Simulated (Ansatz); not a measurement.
# NiC: the cost of one run

Method: DFT PBE, scalar-relativistic, plane waves, PAW, in Ansatz 0.2.0.

**1. Starting point**

Symmetry: P4_2/mmc, No. 131, tetragonal system. The conventional cell has a = 3.498 Å, b = 3.498 Å, c = 4.947 Å, α = 90.00°, β = 90.00°, γ = 90.00°. Ni (site symmetry -4m2) is surrounded by 4 C at 2.14 Å. C (site symmetry mmm) is surrounded by 4 Ni at 2.14 Å.

Coordinates:

```xyz
4
Lattice="3.4979 0.0000 0.0000 0.0000 3.4979 0.0000 0.0000 0.0000 4.9467" Properties=species:S:1:pos:R:3 pbc="T T T"
Ni    1.7489    1.7489    1.2367
Ni    1.7489    1.7489    3.7101
C     0.0000    1.7489    0.0000
C     1.7489    0.0000    2.4734
```

Recipe of the guess: ordered vacancies on the cation sites of antifluorite (P4_2/mmc, No. 131). The dimensions are guesses.

**2. A first look at the guess**

input.yaml reads:

```yaml
crystal:
  lattice:
    - [3.49787135, 0.0, 0.0]
    - [0.0, 3.49787135, 0.0]
    - [0.0, 0.0, 4.94673711]
  atoms:
    - { symbol: Ni, position: [0.5, 0.5, 0.25], spin: 2.0 }
    - { symbol: Ni, position: [0.5, 0.5, 0.75], spin: 2.0 }
    - { symbol: C, position: [0.0, 0.5, 0.0] }
    - { symbol: C, position: [0.5, 0.0, 0.5] }
basis:
  ecutwfc: 420
kpoints:
  mp_grid: { grid: [6, 6, 4] }
hamiltonian:
  xc: pbe
scf:
  occupations: { method: gaussian, width: 0.1 }
  lower_state_search: "off"
output:
  forces: true
  stress: true
  eigenvalues: true
  populations: true
magnetization:
  spin_polarized: true
```

Launch:

```
> ansatz run input.yaml --threads 1 --pin off --max-ram 2560MiB --backend cpu --events-out ev --progress --plain --runs-dir out
```

Q: Estimate wall time and peak memory on 1 thread of AMD EPYC (Zen 3), shared host.

About 17 s, with a peak of 0.4 GiB.
